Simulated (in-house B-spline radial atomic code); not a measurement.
**Os: ionisation energy by several methods**

An exercise on one series of results from a longer session: the logs are not shown, and one member is left open.

The numbers are computed with in-house B-spline radial atomic code version 1 (non-relativistic, several functionals, spin-polarised; spherical all-electron atom at the radial basis limit), except any that are marked as measured or tabulated.

## Starting point

* element: osmium (Z = 76)
* charge: 0
* electrons: 76
* configuration: [Xe] 4f14 5d6 6s2
* nucleus: point

The outer shells:

[Xe] 4f14 5d6 6s2
```
[Xe] core
4f [↑↓][↑↓][↑↓][↑↓][↑↓][↑↓][↑↓]
5d [↑↓][↑ ][↑ ][↑ ][↑ ]
6s [↑↓]
```

Where spins are not typed, each open shell is filled with up spins first.

Set-up of the first run:

The run's settings:

```ini
Z = 76
electrons = 76.0
configuration = [Xe] 4f14 5d6 6s2
hamiltonian = nr
method = am05
spin_polarised = True
```

Among the steps run: AM05, a GGA; LDA (VWN5); OLYP, a GGA; exchange-only LDA; PBEsol, a GGA; RPBE, a GGA.

One of the session's tables, all rows but one given; the rest of the session is left out.

| method | ΔSCF (eV) |
| --- | --- |
| LDA (VWN5) | 7.560 |
| exchange-only LDA | 6.179 |
| AM05 | 7.147 |
| OLYP | 6.950 |
| PBEsol | 7.149 |
| RPBE | ? |

**Question.** Estimate the row for RPBE.

As computed: ΔSCF (eV): 7.042. In the column «ΔSCF (eV)» it lies between OLYP (6.950) and AM05 (7.147).

These runs leave out relativity, which matters at this nuclear charge. Open shells are averaged (over orientations, and over spins where the run is restricted), while tables refer to the lowest levels. For the semilocal functionals minus the highest level recovers only 59 to 63 % of their own ΔSCF value, a mark of self-interaction.

Members of this set that are not shown: 12 used exact exchange with fractional occupations of an open shell, which is unsound here.
